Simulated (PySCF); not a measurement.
# CH3F3Ti (TiMeF3): SVWN5/6-31G(d) (spherical functions)

Aim: the vertical ionisation energy of CH3F3Ti (TiMeF3) at SVWN5/6-31G* (spherical functions), from 2 runs. 

Program for the calculation: PySCF 2.14.0.

1 further run of the same task is left out (set aside as unsound or not needed).

## 1. The structure to begin with

CH3F3Ti has 8 atoms, charge 0, and is taken as a singlet. SMILES: `[CH3][Ti]([F])([F])[F]`. Geometry: a GFN2-xTB relaxation, a rough one for these elements and not checked as a minimum.

Bond lengths: Ti1–C2 2.054 Å, Ti1–F6 1.704 Å, Ti1–F7 1.704 Å, Ti1–F8 1.704 Å, C2–H3 1.099 Å, C2–H4 1.099 Å, C2–H5 1.099 Å. Some angles: C2–Ti1–F6 100.9°, C2–Ti1–F7 101.0°, C2–Ti1–F8 101.0°, F6–Ti1–F7 116.4°, F6–Ti1–F8 116.5°, F7–Ti1–F8 116.5°, Ti1–C2–H3 110.0°, Ti1–C2–H4 110.1°, Ti1–C2–H5 110.0°, H3–C2–H4 108.9°.

## 2. A single-point energy at SVWN5/6-31G(d) (spherical functions)

File calc.py:

```python
from pyscf import gto, dft

molecule = gto.Mole()
molecule.atom = '''
Ti      -0.002380       0.002730      -1.046500
C        0.002110      -0.002750       1.007300
H       -1.027800       0.048860       1.386050
H        0.563900       0.862470       1.385120
H        0.472660      -0.922790       1.380150
F        1.669970      -0.015090      -1.373380
F       -0.822470       1.461880      -1.365510
F       -0.855970      -1.435320      -1.373230
'''
molecule.max_memory = 1860
molecule.spin = 0
molecule.verbose = 4
molecule.basis = '6-31g*'
molecule.build()

ks = dft.RKS(molecule)
ks.xc = 'svwn'
ks.conv_tol = 1e-10
ks.grids.level = 4
ks.kernel()
if not ks.converged:
    ks = ks.newton().run(ks.mo_coeff, ks.mo_occ)

energy = ks.e_tot
print('Final energy', energy)
```

Command:

```console
$ OMP_NUM_THREADS=1 python calc.py
```

Log:

```text
PySCF version 2.14.0

[... 82 lines left out ...]
converged SCF energy = -1184.76040619875
Final energy -1184.7604061987474
```

Wall time 11 s (1 thread of Arm Neoverse V2, shared host); peak memory 0.32 GiB.

## 3. The doublet cation at the same level

File calc.py:

```python
from pyscf import gto, dft

mol = gto.Mole()
mol.atom = '''
Ti      -0.002380       0.002730      -1.046500
C        0.002110      -0.002750       1.007300
H       -1.027800       0.048860       1.386050
H        0.563900       0.862470       1.385120
H        0.472660      -0.922790       1.380150
F        1.669970      -0.015090      -1.373380
F       -0.822470       1.461880      -1.365510
F       -0.855970      -1.435320      -1.373230
'''
mol.max_memory = 1860
mol.spin = 1
mol.charge = 1
mol.verbose = 4
mol.basis = '6-31g*'
mol.build()

myscf = dft.UKS(mol, xc='svwn')
myscf.conv_tol = 1e-10
myscf.grids.level = 4
myscf.kernel()
if not myscf.converged:
    myscf = myscf.newton().run(myscf.mo_coeff, myscf.mo_occ)

etot = myscf.e_tot
print('Final energy', etot)
```

Command:

```console
$ OMP_NUM_THREADS=1 python calc.py
```

Log:

```text
PySCF version 2.14.0

[... 63 lines left out ...]
WARN: HOMO -0.427855775550648 >= LUMO -0.427771080978277
[... 54 lines left out ...]
converged SCF energy = -1184.36478944612  <S^2> = 0.75163888  2S+1 = 2.0016382
Final energy -1184.3647894461162
```

It took 21 s on 1 thread of Arm Neoverse V2, shared host; peak memory 0.32 GiB.

## 4. What came out

Level: SVWN5/6-31G* (spherical functions).

```
                                          quantity           value
                     singlet CH3F3Ti: total energy  -1184.76041 Eh
                    singlet CH3F3Ti: dipole moment          0.21 D
                      singlet CH3F3Ti: HOMO energy        -6.96 eV
                      singlet CH3F3Ti: LUMO energy        -3.09 eV
                    singlet CH3F3Ti: HOMO–LUMO gap         3.86 eV
                      doublet cation: total energy  -1184.36479 Eh
doublet cation: HOMO energy (highest over α and β)       -15.89 eV
 doublet cation: LUMO energy (lowest over α and β)       -14.52 eV
                              doublet cation: ⟨S²⟩           0.752
vertical ionisation energy (to the doublet cation)       10.765 eV
```

What this shows: Removing an electron at fixed nuclei costs 10.77 eV (1039 kJ/mol). −ε(HOMO) before ionisation, 6.96 eV, is 3.81 eV below this ionisation energy.
